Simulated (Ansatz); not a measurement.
Runs of Ansatz 0.2.0 on MnCoGe. Symmetry: P6_3/mmc, No. 194, hexagonal system. Conventional cell: a = 4.091 Å, b = 4.091 Å, c = 5.144 Å, α = 90.00°, β = 90.00°, γ = 120.00°. Ge (site symmetry -6m2) has 5 Co at 2.36 to 2.57 Å and 6 Mn at 2.69 Å as nearest neighbours. Around Co (site symmetry -6m2) lie 5 Ge at 2.36 to 2.57 Å and 6 Mn at 2.69 Å. Around Mn (site symmetry -3m) lie 2 Mn at 2.57 Å and 6 Ge at 2.69 Å and 6 Co at 2.69 Å. The cell is a database's computed one.

| potentials or basis | cutoff (eV) | gap on the mesh (eV) | pressure (GPa) | moment (μB) |
| --- | --- | --- | --- | --- |
| PseudoDojo standard (PBEsol files) | 1306 | none | -8.8 | (b) |
| Ansatz PAW | 420 | none | -9.7 | 6.11 |
| PseudoDojo stringent (PBEsol files) | 1769 | none | -9.8 | (a) |
| Ansatz PAW earlier set | 900 | none | -9.6 | 6.11 |
| JTH PAW | 1320 | none | -8.9 | 6.13 |

Alike in all rows: task single point; level PBEsol; spin collinear, ferromagnetic start; cell as given; k mesh 8 × 8 × 5; smearing fermi-dirac 0.05 eV.

Q: Estimate the missing entries.

A: (a) 6.03; (b) 6.28.

Caveats: the PAW data sets come from PBE, with cores solved anew for the run's functional, which leaves a small shift of forces and pressure (some runs).

A k mesh can miss the band edges, and the runs leave out spin-orbit coupling on Ge.

A gap of «none» marks a metal or a gap under the smearing width.

The runs don't all hold the same shells in valence.
